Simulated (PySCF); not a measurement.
# RuS₃⁺: structure of the doublet

Where does doublet RuS₃⁺ go from a trigonal planar start, is the end point a minimum, and what are its modes, charges and moments?

Program: PySCF 2.14.0. Level of theory: PBE0, basis Ru def2-SVP with ECP28, S def2-SVP, scalar-relativistic core potentials, no spin–orbit coupling, density fitting. These are calculated values, not measurements.

### Step 1. The starting structure

4 atoms, charge 1, spin multiplicity 2.

Bond lengths: Ru1–S2 2.038 Å, Ru1–S3 2.038 Å, Ru1–S4 2.038 Å. Angles: S2–Ru1–S3 120.0°, S2–Ru1–S4 120.0°, S3–Ru1–S4 120.0°.

```xyz
4
charge 1 multiplicity 2
Ru    0.0000    0.0000    0.0000
S     2.0384    0.0000    0.0000
S    -1.0192    1.7653    0.0000
S    -1.0192   -1.7653    0.0000
```

### Step 2. Relaxing the doublet from the trigonal planar start

One driver script runs all steps and calls PySCF; scf.py shows how it sets up the SCF of each step. The optimiser is the driver's own. Before each start the driver seeks the lowest SCF state from one or more starting densities and follows internal instabilities, so scf.py alone need not reach the same state.

The program finds D3h symmetry in the start, which this walk keeps.

Input file scf.py:

```python
from pyscf import gto, scf, dft
mol = gto.M(atom='''
Ru     0.000000    -0.000000     0.000000
S      2.038396     0.000003    -0.000000
S     -1.019201     1.765302     0.000000
S     -1.019196    -1.765305    -0.000000''',
    basis={'Ru': 'def2-SVP', 'S': 'def2-SVP'},
    ecp={'Ru': 'def2-SVP'},
    charge=1, spin=1)
mf = dft.UKS(mol, xc='PBE0')
mf.grids.atom_grid = (50, 194)
aux = {'Ru': 'def2-universal-JKFIT', 'S': 'def2-universal-JKFIT'}
mf = mf.density_fit(auxbasis=aux)
mf.kernel()
```

Energy and gradient, step by step:

| step | energy (Eh) | change (kJ/mol) | largest symmetric gradient (Eh/bohr) |
| --- | --- | --- | --- |
| 0 | -1288.350305 | 0.00 | 0.01106 |
| 1 | -1288.350840 | -1.41 | 0.00018 |
| 2 | -1288.350840 | -1.41 | 0.00001 |

The walk needed 4.4 s of wall time on 4 threads, shared host.

Geometry (Å) and forces (eV/Å) at some steps:

```
step 0
Ru   0.000   0.000   0.000   0.006   0.000   0.000
S    2.038   0.000   0.000   0.568   0.000   0.000
S   -1.019   1.765   0.000  -0.287   0.491   0.000
S   -1.019  -1.765   0.000  -0.287  -0.492   0.000
step 1
Ru   0.000   0.000   0.000   0.007   0.000   0.000
S    2.056   0.000   0.000   0.008   0.000   0.000
S   -1.028   1.780   0.000  -0.008   0.007   0.000
S   -1.028  -1.780   0.000  -0.008  -0.007   0.000
step 2
Ru   0.000   0.000   0.000   0.006   0.000   0.000
S    2.056   0.000   0.000   0.000   0.000   0.000
S   -1.028   1.780   0.000  -0.003  -0.001   0.000
S   -1.028  -1.780   0.000  -0.003   0.001   0.000
```

After 2 steps and 1.4 kJ/mol it ends at D3h: Ru–S 2.056 Å (×3); S–Ru–S 120.0° (×3).

### Step 3. Frequencies

The point is checked on the finer grid, and tightened if its gradient asks for it. The Hessian and the dipole derivatives come from central differences of analytic gradients, with steps of 0.01 bohr.

Edit scf.py of step 2 so:

```diff
@@ -3,4 +3,4 @@
-Ru     0.000000    -0.000000     0.000000
-S      2.038396     0.000003    -0.000000
-S     -1.019201     1.765302     0.000000
-S     -1.019196    -1.765305    -0.000000''',
+Ru     0.000000    -0.000000    -0.000000
+S      2.055647     0.000003    -0.000000
+S     -1.027826     1.780241    -0.000000
+S     -1.027821    -1.780244     0.000000''',
@@ -11 +11 @@
-mf.grids.atom_grid = (50, 194)
+mf.grids.atom_grid = (75, 302)
```

The driver hands on the density of the step before, so the log starts near convergence.

Log of the central SCF (cycles and frontier levels):

```text
init E= -1288.35092424649
[... the frontier-level lines of each cycle are left out ...]
cycle= 1 E= -1288.35092424322  delta_E= 3.27e-09  |g|= 8.84e-05  |ddm|= 7.51e-05
cycle= 2 E= -1288.35092416833  delta_E= 7.49e-08  |g|= 0.000421  |ddm|= 0.000351
cycle= 3 E= -1288.35092424666  delta_E= -7.83e-08  |g|= 7.9e-06  |ddm|= 0.000289
cycle= 4 E= -1288.3509242467  delta_E= -3.62e-11  |g|= 1.31e-06  |ddm|= 9.1e-06
Extra cycle  E= -1288.35092424671  delta_E= -1e-11  |g|= 2.32e-06  |ddm|= 5.75e-06
converged SCF energy = -1288.35092424671  <S^2> = 0.77977278  2S+1 = 2.0295544
```

The whole step took 20 s.

Geometry: D3h; Ru–S 2.056 Å (×3); S–Ru–S 120.0° (×3).

Harmonic modes (main isotopes):

```json
{"symmetry": "a2''", "ω (cm⁻¹)": "117i", "IR (km/mol)": "1.7", "μ (u)": "47.92"}
{"symmetry": "e'", "ω (cm⁻¹)": "167", "IR (km/mol)": "10.7", "μ (u)": "35.31"}
{"symmetry": "a1'", "ω (cm⁻¹)": "515", "IR (km/mol)": "0.0", "μ (u)": "31.97"}
{"symmetry": "e'", "ω (cm⁻¹)": "566", "IR (km/mol)": "25.6", "μ (u)": "41.97"}
```

With 1 mode imaginary (up to 117i cm⁻¹) this point is a saddle.

Constants and moments:

| Property | Result |
| --- | --- |
| Dipole moment about the centre of mass | 0.00 D |
| Highest occupied level | -13.18 eV |
| Lowest empty level | -10.94 eV |
| Rotational constants | 0.08318, 0.08318, 0.04159 cm⁻¹ |
| Zero-point energy (real modes) | 11.8 kJ/mol |
| Principal polarisabilities | 41.7, 105.4, 105.4 bohr³ |
| Principal traceless quadrupole moments about the centre of mass | -6.27, 3.14, 3.14 D Å |
| Spin squared ⟨S²⟩ | 0.780 |

Charges (e) and bond orders:

```csv
atom,Mulliken,Löwdin,polar tensor,spin (Mulliken),Mayer order to Ru1
Ru1,0.18,-0.82,0.88,1.18,–
"S2,3,4",0.27,0.61,0.04,-0.06,1.88
```

Outer orbital energies (eV). α occupied: -17.61, -17.12, -17.12, -14.88, -14.39, -14.39, -14.09, -13.18; empty: -10.65, -10.65, -8.98, -8.98. β occupied: -17.74, -16.67, -16.59, -16.59, -14.37, -14.37, -14.23, -13.29; empty: -10.94, -10.54, -10.54, -8.74.

Mulliken populations on Ru1 (outside its core potential): s 2.44, p 6.67, d 6.69, f 0.02.

### Step 4. Following the imaginary mode

The atoms are moved a little along the softest imaginary mode and relaxed again.

The program finds C3v symmetry in the start, which this walk keeps.

Edit scf.py of step 3 so:

```diff
@@ -3,4 +3,4 @@
-Ru     0.000000    -0.000000    -0.000000
-S      2.055647     0.000003    -0.000000
-S     -1.027826     1.780241    -0.000000
-S     -1.027821    -1.780244     0.000000''',
+Ru    -0.000000    -0.000000    -0.235309
+S      2.055647     0.000003     0.250000
+S     -1.027826     1.780241     0.250000
+S     -1.027821    -1.780244     0.250000''',
@@ -11 +11 @@
-mf.grids.atom_grid = (75, 302)
+mf.grids.atom_grid = (50, 194)
```

The optimiser's trace:

| step | energy (Eh) | change (kJ/mol) | largest symmetric gradient (Eh/bohr) |
| --- | --- | --- | --- |
| 0 | -1288.351018 | 0.00 | 0.03416 |
| 1 | -1288.357777 | -17.75 | 0.00450 |
| 2 | -1288.358276 | -19.05 | 0.00031 |
| 3 | -1288.358277 | -19.06 | 0.00011 |

The walk took 7.5 s.

It settles in C3v symmetry, 19.1 kJ/mol below the start, after 3 steps: Ru–S 2.048 Å (×3); S–Ru–S 112.8° (×3).

### Step 5. Vibrations and properties at this point

As before: finer grid, then central differences.

Edit scf.py of step 4 so:

```diff
@@ -3,4 +3,4 @@
-Ru    -0.000000    -0.000000    -0.235309
-S      2.055647     0.000003     0.250000
-S     -1.027826     1.780241     0.250000
-S     -1.027821    -1.780244     0.250000''',
+Ru    -0.000000     0.000000    -0.271057
+S      1.970069     0.000003     0.288915
+S     -0.985037     1.706128     0.288915
+S     -0.985032    -1.706131     0.288915''',
@@ -11 +11 @@
-mf.grids.atom_grid = (50, 194)
+mf.grids.atom_grid = (75, 302)
```

SCF at the final geometry:

```text
init E= -1288.35829538676
[... the frontier-level lines of each cycle are left out ...]
cycle= 1 E= -1288.35829537468  delta_E= 1.21e-08  |g|= 0.000135  |ddm|= 0.000199
cycle= 2 E= -1288.35829518886  delta_E= 1.86e-07  |g|= 0.00053  |ddm|= 0.00078
cycle= 3 E= -1288.35829538761  delta_E= -1.99e-07  |g|= 2.86e-06  |ddm|= 0.000622
cycle= 4 E= -1288.35829538761  delta_E= -2.27e-12  |g|= 5.7e-07  |ddm|= 1.83e-06
Extra cycle  E= -1288.35829538762  delta_E= -7.28e-12  |g|= 5.2e-07  |ddm|= 3.03e-06
converged SCF energy = -1288.35829538762  <S^2> = 0.78465686  2S+1 = 2.0343617
```

The whole step took 24 s.

Geometry: C3v; Ru–S 2.048 Å (×3); S–Ru–S 112.8° (×3).

Harmonic modes (main isotopes):

```json
{"symmetry": "a1", "ω (cm⁻¹)": "150", "IR (km/mol)": "0.1", "μ (u)": "44.86"}
{"symmetry": "e", "ω (cm⁻¹)": "193", "IR (km/mol)": "4.0", "μ (u)": "34.94"}
{"symmetry": "a1", "ω (cm⁻¹)": "541", "IR (km/mol)": "0.2", "μ (u)": "33.50"}
{"symmetry": "e", "ω (cm⁻¹)": "555", "IR (km/mol)": "34.8", "μ (u)": "41.11"}
```

No imaginary mode, so this is a minimum.

Constants and moments:

```yaml
Dipole_moment_about_the_centre_of_mass: 0.30 D
Highest_occupied_level: -13.06 eV
Lowest_empty_level: -10.70 eV
Rotational_constants: 0.08361, 0.08361, 0.04528 cm⁻¹
Zero-point_energy: 13.1 kJ/mol
Principal_polarisabilities: 43.0, 101.9, 101.9 bohr³
Principal_traceless_quadrupole_moments_about_the_centre_of_mass: -5.72, 2.86, 2.86 D Å
Entropy_at_298.15_K_and_1_bar_electronic_part_spin_only: 325.1 J/(mol K)
Heat_capacity_Cp_at_298.15_K: 71.0 J/(mol K)
Enthalpy_at_298.15_K_above_0_K: 16.10 kJ/mol
Rotational_symmetry_number: 3
Spin_squared_⟨S²⟩: 0.785
```

Charges (e) and bond orders:

```json
{"atom": "Ru1", "Mulliken": "0.15", "Löwdin": "-0.83", "polar tensor": "0.92", "spin (Mulliken)": "0.56", "Mayer order to Ru1": "–"}
{"atom": "S2,3,4", "Mulliken": "0.28", "Löwdin": "0.61", "polar tensor": "0.03", "spin (Mulliken)": "0.15", "Mayer order to Ru1": "1.94"}
```

Outer orbital energies (eV). α occupied: -17.43, -16.94, -16.94, -15.30, -14.32, -14.32, -13.63, -13.06; empty: -10.56, -10.56, -8.77, -8.77. β occupied: -17.65, -16.78, -16.78, -16.57, -14.91, -14.06, -14.06, -13.12; empty: -10.70, -10.22, -10.22, -8.65.

Mulliken populations on Ru1 (outside its core potential): s 2.46, p 6.62, d 6.75, f 0.02.

### Step 6. The points found, side by side

| spin | group | bonds | imaginary modes (cm⁻¹) | ΔE (kJ/mol) | with zero-point energy |
| --- | --- | --- | --- | --- | --- |
| doublet | C3v | Ru–S 2.048 Å (×3) | none | 0.0 | 0.0 |
| doublet | D3h | Ru–S 2.056 Å (×3) | 117i | 19.4 | – |

### Step 7. Results

| quantity | value |
| --- | --- |
| minimum | doublet, C3v |
| geometry | Ru–S 2.048 Å (×3); S–Ru–S 112.8° (×3) |
| wavenumbers (cm⁻¹) | 150 (a1), 193 (e), 541 (a1), 555 (e) |
| dipole moment (centre of mass) | 0.30 D |
| highest occupied, lowest empty level (either spin) | -13.06, -10.70 eV |
| polar-tensor charge of Ru1 | +0.92 e |
| zero-point energy | 13.1 kJ/mol |
| entropy at 298.15 K | 325.1 J/(mol K) |
| ⟨S²⟩ | 0.785 |

What this shows: The trigonal planar start (D3h) ends in a minimum of C3v symmetry, after a stop at a saddle point 19.4 kJ/mol higher, from which it was pushed off along an imaginary mode. The strongest infrared band lies at 555 cm⁻¹ (e, stretch). Most of the spin sits on Ru1 (Mulliken spin 0.56, against 1 for the whole molecule). Other starts or spin states, not run here, may lie lower. One determinant may miss the lowest occupation of an open d or f shell.

The search up to here needed 64 s of wall time on 4 threads, shared host.
